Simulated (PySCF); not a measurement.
# CHNYb (Yb(HCN)2+): the cost of one run

Method: PBE0, Yb lcecp-0-SVP with ECP60, N def2-SVP, C def2-SVP, H def2-SVP; scalar-relativistic core potentials, no spin–orbit coupling; program: PySCF 2.14.0.

1 further run of the same task is left out (for a known fault of the program).

### Step 1. The starting structure

4 atoms, charge 2, spin multiplicity 1.

Bond lengths: Yb1–N2 2.618 Å, N2–C3 1.160 Å, C3–H4 1.070 Å. Angles: Yb1–N2–C3 180.0°, N2–C3–H4 180.0°.

As a file:

```xyz
4

Yb    0.0000    0.0000    0.0000
N     0.0000    0.0000    2.6175
C     0.0000    0.0000    3.7775
H     0.0000    0.0000    4.8475
```

Formal oxidation states: Yb +2. Each metal's 14 4f electrons lie in its core potential, so multiplicities, spins and levels count the valence alone.

### Step 2. SCF at the start, singlet

run.py (the lines that set the calculation)

```python
mol = gto.M(atom='''
Yb     0.00000     0.00000     0.00000
N      0.00000     0.00000     2.61750
C      0.00000     0.00000     3.77750
H      0.00000     0.00000     4.84750''',
    basis={'Yb': 'lcecp-0-SVP', 'N': 'def2-SVP', 'C': 'def2-SVP', 'H': 'def2-SVP'},
    ecp={'Yb': 'lcecp-0-SVP'},
    charge=2, spin=0)
mf = dft.RKS(mol, xc='PBE0')
mf.grids.atom_grid = (50, 194)  # f atoms: unpruned, at least (60, 302)
mf = mf.density_fit()  # fitting sets: Yb AutoAux, N def2-universal-JKFIT, C def2-universal-JKFIT, H def2-universal-JKFIT
mf.conv_tol = 1e-08; mf.max_cycle = 55
mf.kernel(dm0)  # dm0: free metal ions and neutral atoms
```

Command:

```sh
> OMP_NUM_THREADS=2 python run.py
```

Q: Estimate wall time and peak memory on 2 threads of Arm Neoverse V2, shared host.

About 1.3 s, with a peak of 0.38 GiB.
